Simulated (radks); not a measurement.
# The Coulomb parameter U of the 5d shell of Os³⁺

An exercise on one series of results from a longer session: the logs are not shown, and one member is left open.

Program: radks (a radial shooting solver on a logarithmic mesh, Libxc functionals) version 1. Level of theory: scalar-relativistic Kohn-Sham, SCAN, spin-unpolarised, spherical densities, finite nucleus. These are calculated values, not measurements, unless marked.

### What is computed

| Item | Value |
| --- | --- |
| element | osmium (Z = 76) |
| charge | +3 |
| electrons | 73 |
| configuration | [Xe] 4f14 5d4 6p1 |
| nuclear rms radius | 5.4126 fm |

Outer shells as boxes (Hund's rule):

Os³⁺
```
[Xe] core
4f [↑↓][↑↓][↑↓][↑↓][↑↓][↑↓][↑↓]
5d [↑ ][↑ ][↑ ][↑ ][  ]
6p [↑ ][  ][  ]
```

Set-up of the first run:

Settings of this run:

```text
Z 76
configuration [Xe] 4f14 5d4 6p1
relativity scalar-relativistic
functional scan,scan
spin unpolarised
nucleus finite rms 5.4126 fm
c 137.035999084
```

Among the steps run: Start: [Xe] 4f14 5d4 6p1.

One table of the session follows, with a row left open; its other results are not shown here.

It belongs to the step «Start: [Xe] 4f14 5d4 6p1». From the orbitals of this run (lengths in bohr):

```
level     <r>  outermost maximum (interpolated)  90 % within  nodes
   4s  0.4316                             0.405        0.619      3
   4p  0.4590                             0.425        0.666      2
   4d       ?                                 ?            ?      ?
   5s   1.001                             0.910         1.43      4
   4f  0.5549                             0.406        0.905      0
   5p   1.151                              1.03         1.67      3
   5d   1.560                              1.29         2.35      2
   6p   2.911                              2.66         4.15      4
```

**Question.** Estimate the row for 4d.

The run gave: <r>: 0.4888; outermost maximum (interpolated): 0.435; 90 % within: 0.731; nodes: 1. In the column «<r>» it lies between 4p (0.4590) and 4f (0.5549).
